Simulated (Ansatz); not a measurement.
# Si2H4S2 (SMILES [SiH2]1S[SiH2]S1): a rigid scan of the angle H8–Si3–S2

How does the energy rise as the angle H8–Si3–S2 leaves its equilibrium value, and do density functionals follow CCSD(T)? No other atom is relaxed.

Computed with Ansatz 0.2.0, Gaussian basis. Level: single points in def2-TZVPP.

Levels: PBE-D4, r2SCAN-D4, PBE0-D4, B3LYP-D4, wB97M-V, Hartree-Fock, MP2, CCSD, CCSD(T). The scan takes 94.1, 98.6, 103.1, 107.6, 112.1, 116.6, 121.1, 125.6, 130.1°.

Correlated methods freeze the cores. B3LYP uses VWN-RPA correlation.

27 further runs of the same task are left out: 27 set aside as unsound or not needed.

### Step 1. The starting structure

SMILES `[SiH2]1S[SiH2]S1`, 8 atoms, charge 0, spin multiplicity 1.

Atoms are counted from 1 here; the program's logs count them from 0.

Bond lengths: Si1–S2 2.097 Å, Si1–S4 2.081 Å, Si1–H5 1.439 Å, Si1–H6 1.551 Å, S2–Si3 2.127 Å, Si3–S4 2.070 Å, Si3–H7 1.454 Å, Si3–H8 1.543 Å. Angles: S2–Si1–S4 91.0°, S2–Si1–H5 115.0°, S2–Si1–H6 111.6°, S4–Si1–H5 112.3°, S4–Si1–H6 110.4°, H5–Si1–H6 114.3°, Si1–S2–Si3 77.1°, S2–Si3–S4 90.5°, S2–Si3–H7 112.8°, S2–Si3–H8 109.5°, S4–Si3–H7 116.3°, S4–Si3–H8 110.3°, H7–Si3–H8 114.9°, Si1–S4–Si3 78.7°.

Geometry (Å):

```
Si    0.05290    1.23670   -0.36360
S     0.41840   -0.45470   -1.54870
Si   -0.06520   -1.29520    0.34450
S    -1.42870    0.22410    0.68940
H     1.14810    1.63470    0.48080
H    -0.56650    2.39190   -1.19190
H    -0.61130   -2.63860    0.24100
H     1.14440   -1.15600    1.29280
```

### Step 2. A first relaxation in a small basis

File pre/in.yaml:

```yaml
crystal:
  periodic: [false, false, false]
  atoms:
    - {symbol: Si, position_ang: [0.052900, 1.236700, -0.363600]}
    - {symbol: S, position_ang: [0.418400, -0.454700, -1.548700]}
    - {symbol: Si, position_ang: [-0.065200, -1.295200, 0.344500]}
    - {symbol: S, position_ang: [-1.428700, 0.224100, 0.689400]}
    - {symbol: H, position_ang: [1.148100, 1.634700, 0.480800]}
    - {symbol: H, position_ang: [-0.566500, 2.391900, -1.191900]}
    - {symbol: H, position_ang: [-0.611300, -2.638600, 0.241000]}
    - {symbol: H, position_ang: [1.144400, -1.156000, 1.292800]}
basis:
  gaussian: {orbitals: def2-SVP}
hamiltonian: {xc: pbe, dispersion: d4}
relax: {f_tol: 0.03, max_steps: 250}
```

No record of the launch command was kept for these runs.

After this run come: Relaxation at PBE0-D4; Reference energies at the minimum; H8–Si3–S2 = 94.1°; H8–Si3–S2 = 98.6°; H8–Si3–S2 = 103.1°; H8–Si3–S2 = 107.6°; H8–Si3–S2 = 112.1°; H8–Si3–S2 = 116.6°; H8–Si3–S2 = 121.1°; H8–Si3–S2 = 125.6°; H8–Si3–S2 = 130.1°.

Before running it: what results should come out? Wanted: highest point, CCSD(T); lowest point, CCSD(T); minimum along the scan, CCSD(T); RMS deviation from CCSD(T); largest T1 diagnostic.

**Answer**, as computed:

| quantity | value |
| --- | --- |
| highest point, CCSD(T) | 234 meV at 94.1° |
| lowest point, CCSD(T) | 0 meV at 112.1° |
| minimum along the scan, CCSD(T) | 112.3° |
| curvature there | 1.34 meV/deg² |
| RMS deviation from CCSD(T) | PBE-D4 11, r2SCAN-D4 4, PBE0-D4 5, B3LYP-D4 2, wB97M-V 4, Hartree-Fock 18, MP2 3, CCSD 2 meV |
| largest T1 diagnostic | 0.012 |

What this shows: A polynomial through the near points puts the CCSD(T) minimum 0.2° above the PBE0-D4 value. Curvature against CCSD(T): PBE-D4 -8 %, Hartree-Fock +15 %. B3LYP-D4 follows the CCSD(T) curve best and Hartree-Fock worst.
